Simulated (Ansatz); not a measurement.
The system is GaGe.

```xyz
2
Lattice="0.0000 2.8978 2.8978 2.8978 0.0000 2.8978 2.8978 2.8978 0.0000" Properties=species:S:1:pos:R:3 pbc="T T T"
Ge    0.0000    0.0000    0.0000
Ga    1.4489    1.4489    1.4489
```

The cell comes from a database or a generator and needn't be the stable form of this composition.

- Program: Ansatz 0.2.0
- Task: relaxation of cell and atoms
- Functional: PBEsol
- Dispersion: D3(BJ)-ATM
- Potentials or basis: Ansatz PAW
- Cutoff: 420 eV (not typed: the program's choice for these potentials)
- k mesh: 8 × 8 × 8
- Occupations: fermi-dirac, width 0.05 eV
- Spin: no spin polarisation

At the start: volume 24.33 Å³/atom.

Task: Where does the relaxation end?

Result: It ends after 5 steps and the volume is 22.58 Å³/atom (-7.2 %); space group F-43m (No. 216, to 0.05 Å).

The path:
```
step  energy change (eV)  largest force (eV/Å)  volume (Å³)
   1              0.0000                0.0000        48.67
   2             -0.0422                0.0000        45.97
   3             -0.0449                0.0000        45.04
   4             -0.0450                0.0000        45.16
   5             -0.0444                0.0000        45.16
```

Final structure:
```
Ge Ga
1.0
     0.00000    2.82635    2.82635
     2.82635    0.00000    2.82635
     2.82635    2.82635    0.00000
Ge Ga
1 1
Direct
  0.00000 0.00000 0.00000
  0.25000 0.25000 0.25000
```

Caveat: the plane-wave basis is chosen anew once the cell has moved, so the energies of steps on either side of that aren't comparable; pairwise dispersion overbinds metals, which lowers pressure and volume; the PAW data sets come from PBE, with cores solved anew for the run's functional, which leaves a small shift of forces and pressure.
